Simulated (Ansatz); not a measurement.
# O2Sc: the cost of one run

Computed with Ansatz 0.2.0 (DFT PBE0, Gaussian basis def2-TZVPP, and further levels as typed in the inputs, unless a step's input says otherwise).

## Step 1: The starting structure

Bond lengths: Sc1–O2 1.820 Å, Sc1–O3 1.820 Å, O2–O3 1.500 Å. Angles: Sc1–O2–O3 65.7°, O2–Sc1–O3 48.7°, Sc1–O3–O2 65.7°.

As a file:

```xyz
3

Sc    0.0000    0.0000    0.0000
O     0.7500    0.0000    1.6583
O    -0.7500    0.0100    1.6583
```

## Step 2: Relaxing the atoms: O2Sc, charge +1

Input file input.yaml:

```yaml
relax:
  f_tol: 0.001
  max_steps: 200
crystal:
  periodic: [false, false, false]
  atoms:
    - { symbol: Sc, position_ang: [0.0, 0.0, 0.0] }
    - { symbol: O, position_ang: [0.75, 0.0, 1.658282] }
    - { symbol: O, position_ang: [-0.75, 0.01, 1.658282] }
total_charge: 1
basis:
  gaussian: { orbitals: def2-TZVPP }
hamiltonian:
  xc: pbe0
```

Launch:

```bash
$ ansatz run input.yaml --threads 8 --pin off --max-ram 12288MiB --backend cpu --events-out ev --progress --plain --runs-dir out
```

**Question.** How long does this run take on 8 threads of Intel Xeon Platinum 8488C (Sapphire Rapids), shared host, and how much memory does it need?

About 4.5 s, with a peak of 0.26 GiB.
